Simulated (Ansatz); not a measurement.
Working through cell relaxations under several functionals of Fe3W, space group Pm-3m

Computed with Ansatz 0.2.0, Python API.

Typed at the interpreter:
```pycon
>>> import ansatz as az
>>> import numpy as np
>>> config = {
...     "kgrid": (6, 6, 6),
...     "filling": "fermi_dirac",
...     "width_ev": 0.1,
...     "scf_tol": 1e-10,
...     "fmax": 0.005,
... }
>>> def edges_and_angles(cell):
...     cell = np.asarray(cell)
...     a, b, c = np.linalg.norm(cell, axis=1)
...     cosines = cell[1] @ cell[2] / (b * c), cell[0] @ cell[2] / (a * c), cell[0] @ cell[1] / (a * b)
...     return (a, b, c, *np.degrees(np.arccos(cosines)))
...
>>> lattice = az.Lattice.of(
...     (3.63358, 0.0, 0.0),
...     (0.0, 3.63358, 0.0),
...     (0.0, 0.0, 3.63358),
... )
>>> sites = [
...     ("Fe", (0.0, 0.5, 0.5)),
...     ("Fe", (0.5, 0.0, 0.5)),
...     ("Fe", (0.5, 0.5, 0.0)),
...     ("W", (0.0, 0.0, 0.0)),
... ]
>>> system = az.Crystal(lattice=lattice)
>>> for symbol, position in sites:
...     system = system.atom(symbol, position)
...
>>> system = system.moments(Fe=3.5)
>>> [site.symbol for site in system.resolved().sites]
['Fe', 'Fe', 'Fe', 'W']
>>> calc = system.calculation()
>>> calc = calc.basis(35 * az.Ry)
>>> calc = calc.kpoints(*config["kgrid"])
>>> calc = calc.occupations(config["filling"], width=config["width_ev"])
>>> calc = calc.spin("collinear")
>>> calc = calc.scf(tolerance=config["scf_tol"])
>>> calc = calc.relax(cell=True, force_tolerance=config["fmax"])
>>> levels = [("pbesol", "none"), ("blyp", "d3bj"), ("pbesol", "d3bj")]
>>> print("level            a       b       c    alpha   beta  gamma  V/atom  steps")
level            a       b       c    alpha   beta  gamma  V/atom  steps
>>> for name, dispersion in levels:
...     seen = []
...     run = calc.functional(name, dispersion=dispersion).session().plan()
...     done = run.execute(on_event=lambda e: seen.append(e) if e["event"] == "relax_step" else None)
...     cell = done.lattice.cell_ang
...     label = name if dispersion == "none" else f"{name}+{dispersion}"
...     print("{:13s} {:7.4f} {:7.4f} {:7.4f} {:6.2f} {:6.2f} {:6.2f}".format(label, *edges_and_angles(cell)), f"{abs(np.linalg.det(cell)) / len(done.lattice.sites):7.3f} {len(seen):5d}")
...
pbesol         3.5692  3.5692  3.5692  90.00  90.00  90.00  11.367     4
blyp+d3bj      3.5908  3.5908  3.5908  90.00  90.00  90.00  11.575     4
pbesol+d3bj    3.5427  3.5427  3.5427  90.00  90.00  90.00  11.116     4
```

From smallest to largest: PBEsol+D3BJ (11.12 Å³ an atom, -7.3 % against the start), PBEsol (11.37 Å³ an atom, -5.2 % against the start) and BLYP+D3BJ (11.57 Å³ an atom, -3.5 % against the start). The spread is 4.1 % in volume.

Caveats:
- Other magnetic orders than the one started from may lie lower.
- Forces vanish by symmetry, so the ions can't move, and the end may be a saddle.
- BLYP and dispersion corrections can be off by several per cent in the lattices of metals, and by several GPa in the pressure at a fixed cell.
- For a metal this k-point mesh is coarse: on a finer one energies can move by several to tens of meV an atom and pressures by half a GPa or more, differences at one mesh by less.
- Spin-orbit coupling, which matters for elements this heavy, is left out.
- The structure comes from a database of computed cells and needn't be a stable or known phase.
- The whole script took 2 min on 1 thread of Arm Neoverse V1, on a shared host, peak memory 0.51 GiB.
